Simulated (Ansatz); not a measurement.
# TeW: magnetic order and moments

The task here is to estimate one member of a computed series from the others.

Method: DFT PBEsol, scalar-relativistic, plane waves, PAW, in Ansatz 0.2.0.

## The structure to begin with

It takes space group F-43m (No. 216, cubic). Conventional cell: a = 5.825 Å, b = 5.825 Å, c = 5.825 Å, α = 90.00°, β = 90.00°, γ = 90.00°. W (site symmetry -43m) has 4 Te at 2.52 Å as nearest neighbours. Te (site symmetry -43m) has 4 W at 2.52 Å as nearest neighbours.

Coordinates:

```
W Te
1.0
     0.00000    2.91242    2.91242
     2.91242    0.00000    2.91242
     2.91242    2.91242    0.00000
W Te
1 1
Direct
  0.00000 0.00000 0.00000
  0.25000 0.25000 0.25000
```

This is a hypothetical structure, made by putting the elements on a prototype's sites.

Set-up of the first run:

(A quick probe on a coarse mesh, which set the mesh and smearing, is not shown.)

input.yaml reads:

```yaml
crystal:
  lattice:
    - [0.0, 2.9124200074, 2.9124200074]
    - [2.9124200074, 0.0, 2.9124200074]
    - [2.9124200074, 2.9124200074, 0.0]
  atoms:
    - { symbol: W, position: [0.0, 0.0, 0.0], spin: 0.75 }
    - { symbol: Te, position: [0.25, 0.25, 0.25] }
basis:
  ecutwfc: 420
kpoints:
  mp_grid: { grid: [6, 6, 6] }
hamiltonian:
  xc: pbesol
scf:
  occupations: { method: gaussian, width: 0.1 }
output:
  forces: true
  stress: true
  eigenvalues: true
  populations: true
magnetization:
  spin_polarized: true
relax:
  adjacent_minimum: "off"
  f_tol: 0.05
  max_steps: 80
  cell: { stress_tol: 0.5 }
```

Launch:

```console
$ ansatz run input.yaml --threads 1 --pin off --max-ram 2560MiB --backend cpu --events-out ev --progress --plain --runs-dir out
```

Among the steps run: Rough relaxation on the coarse mesh; Relaxing cell and atoms; Magnetic start: no spin polarisation; Start: ferromagnetic; Magnetic start: large parallel starting moments; Start: antiferromagnetic, doubled cell, propagation vector (0, 0, 1/2); Magnetic start: antiferromagnetic, doubled cell, propagation vector (0, 1/2, 1/2); Magnetic start: small parallel starting moments.

One table of the session follows, with a row left open; its other results are not shown here.

It belongs to the step «Which state is lowest». 

| start | energy above the lowest (meV/atom) | pressure (GPa) |
| --- | --- | --- |
| ferromagnetic | 0.00 | 0.0 |
| large parallel starting moments | 0.00 | 0.0 |
| small parallel starting moments | 0.00 | 0.0 |
| antiferromagnetic, doubled cell, propagation vector (0, 1/2, 1/2) | 17.7 | -0.1 |
| antiferromagnetic, doubled cell, propagation vector (0, 0, 1/2) | ? | ? |
| no spin | 38.7 | -1.1 |

Estimate the missing values for antiferromagnetic, doubled cell, propagation vector (0, 0, 1/2).

The run gave: energy above the lowest (meV/atom): 19.6; pressure (GPa): 0.1. In the column «energy above the lowest (meV/atom)» it lies between antiferromagnetic, doubled cell, propagation vector (0, 1/2, 1/2) (17.7) and no spin (38.7).
